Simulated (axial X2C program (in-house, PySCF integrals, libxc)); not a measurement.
**BrS: from the state search to constants**

What are the state, bond length, wavenumber and bond energy of BrS, and what does spin–orbit coupling change?

Method: all-electron X2C, Br dyall-v3z, S dyall-v3z; program: an in-house X2C program for linear molecules on PySCF integrals.

All values are calculated.

2 further runs of the same task are left out: 2 that didn't finish.

**1. The job**

Input file task.json:

```json
{
 "zs": [
  35,
  16
 ],
 "q": 0,
 "bas": [
  "dyall-v3z",
  "dyall-v3z"
 ],
 "levels": [
  "PBE0",
  "HF",
  "BLYP",
  "r2SCAN"
 ],
 "cc": false,
 "r0": 2.17,
 "npts": 10,
 "nst": 2,
 "ntry": 6,
 "opt": {
  "maxit": 3
 }
}
```

Keys: zs atomic numbers; q charge; bas basis sets; levels methods (HF also brings MP2); cc coupled cluster on or off; r0 starting distance in Å; npts points asked for on the curve; nst determinants followed; ntry starts of the search; maxit SCF iteration limit on the curve.

On the command line:

```
$ python so2c.py task.json out
```

Spin-free means the one-electron spin-free X2C Hamiltonian; two-component (2c) means X2C with spin–orbit coupling and atomic mean-field two-electron Coulomb and Gaunt terms. Basis: Br dyall-v3z contracted to [8s9p6d1f], S dyall-v3z contracted to [8s7p2d1f]; Gaussian nuclei, density fitting. Masses: Br 78.918 u, S 31.972 u.

Notation: σ, π±, δ± give the projection m of an orbital's angular momentum (0, ±1, ±2), α and β its spin, Λ and M_S the sums; ω is the projection of a spinor's total angular momentum and Ω the sum. Logs are in hartree.

Further steps of the session: PBE0, spin-free; HF, spin-free; BLYP, spin-free; r2SCAN, spin-free; PBE0, 2c; HF, 2c; BLYP, 2c; r2SCAN, 2c.

What does the calculation give?

**Answer**, as computed:

No curve gave constants.

What this shows: One setting of the input is poor: too few iterations allowed (3 iterations an attempt). 80 of 80 points did not converge. The numbers above are not properties of BrS; the cure is to run again with the usual setting.
